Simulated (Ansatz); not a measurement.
This script drives Ansatz's Python interface.

`albh6osi_field.py`:
```python
"""Response of AlBH6OSi to a pair of distant point charges."""

import ansatz as az
import numpy as np


def main() -> None:
    geometry_ang = [
        ("B", (-1.293, 1.5377, -0.8221)),
        ("Al", (-0.137, 0.9042, 0.696)),
        ("Si", (0.6828, -1.2923, 0.6144)),
        ("O", (1.7293, -1.4911, -0.7963)),
        ("H", (-1.6027, 0.8587, -1.7526)),
        ("H", (-1.7665, 2.7001, -0.8109)),
        ("H", (0.2623, 1.8744, 1.9183)),
        ("H", (-0.3643, -2.2317, 0.6159)),
        ("H", (1.5604, -1.513, 1.8533)),
        ("H", (1.0117, -1.3982, -1.513)),
    ]
    mol = az.Crystal.molecule()
    for symbol, xyz in geometry_ang:
        mol = mol.atom(symbol, xyz)

    base = (
        mol.calculation()
        .basis(gaussian="def2-SVPD")
        .functional("pbe0")
        .forces()
    )
    # charges +q and -q at -R and +R make a nearly even field 2 k q / R^2 at the centre
    centre = np.mean([site.position_ang for site in mol.cartesian_sites], axis=0)
    field = 2 * 14.399645 * 2.0 / 25.0 ** 2


    def dipole(axis, sign):
        arm = 25.0 * np.eye(3)[axis]
        pair = [{"charge": sign * 2.0, "position_ang": (centre - arm).tolist()}, {"charge": -sign * 2.0, "position_ang": (centre + arm).tolist()}]
        deck = base.input().set(az.key.basis.gaussian.point_charges, pair)
        return np.array(az.Session.from_dict(deck).plan().execute().report["charge_distribution"]["dipole_moment_e_ang"])


    print(f"field {field:.4f} V/A")
    alpha = np.array([(dipole(axis, 1) - dipole(axis, -1)) / (2 * field) * 14.399645 for axis in range(3)])
    print("polarisability tensor (A^3)")
    print(np.array2string(alpha, precision=3, suppress_small=True))
    print(f"mean {np.trace(alpha) / 3:.3f} A^3 = {np.trace(alpha) / 3 / 0.14818471:.2f} bohr^3")


if __name__ == "__main__":
    main()
```

It is started by `python albh6osi_field.py`. How long does it take on 1 thread of Arm Neoverse V1 (shared host), and how much memory does it need?

It took about 39 s, with a peak of 0.36 GiB, for 6 runs of the engine.

```console
$ python albh6osi_field.py
field 0.0922 V/A
polarisability tensor (A^3)
[[10.434 -1.662  0.976]
 [-1.668 12.829  0.072]
 [ 0.988  0.087 11.295]]
mean 11.519 A^3 = 77.74 bohr^3
```

The geometry is a force-field or estimated start, not a minimum of this method, and the basis set is short of its limit. The field of two point charges is only nearly even.

(Lines on the test bed's own set-up are left out of the output.)
